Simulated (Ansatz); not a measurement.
# TaCl (triplet): the correlation ladder, def2-TZVPP

An exercise on one series of results from a longer session: the logs are not shown, and one member is left open.

Program: Ansatz 0.2.0, Gaussian basis. Level of theory: def2-TZVPP, core rule «outside noble gas», up to 9 orbitals frozen. These are calculated values, not measurements.

To be run: UHF; ROHF; CCSD(T) on UHF.

**The system**

The geometry is a PBE0/def2-TZVP stationary point (not a proven minimum) of the parent state, kept for this charge and spin. No spin-orbit coupling is included. Elements past krypton take def2 core potentials.

2 atoms, charge 0, spin multiplicity 3.

Atoms are counted from 1 here; the program's logs count them from 0.

Bond lengths: Ta1–Cl2 2.292 Å.

The first run:

The input, in.yaml:

```yaml
crystal:
  periodic: [false, false, false]
  atoms:
    - {symbol: Ta, position_ang: [0.000000, 0.000000, 0.000000]}
    - {symbol: Cl, position_ang: [0.000000, 0.000000, 2.292200]}
basis:
  gaussian: {orbitals: def2-TZVPP}
magnetization: {spin_polarized: true, initial_magnetization: 2}
hamiltonian: {xc: hf}
output: {orbitals: {seedname: orbitals}}
```

Command:

```sh
ansatz run in.yaml --threads 1 --pin off --events-out ev --progress --plain --max-ram 3968MiB --backend cpu
```

Among the steps run: UHF; ROHF; CCSD(T) on UHF.

One of the session's tables, all rows but one given; the rest of the session is left out.

```
  method  from UCCSD(T) (meV)
    ROHF              +8941.8
     UHF              +8434.4
    UMP2                    ?
   UCCSD               +438.2
UCCSD(T)                    0
```

**Question.** Estimate the row for UMP2.

As computed: from UCCSD(T) (meV): +1320.6. In the column «from UCCSD(T) (meV)» it lies between UCCSD (+438.2) and UHF (+8434.4).

Caveats from the session: The determinant is far from a pure spin state, so its energy mixes those of several spin states (harmless only where they are near-degenerate, as at dissociation).
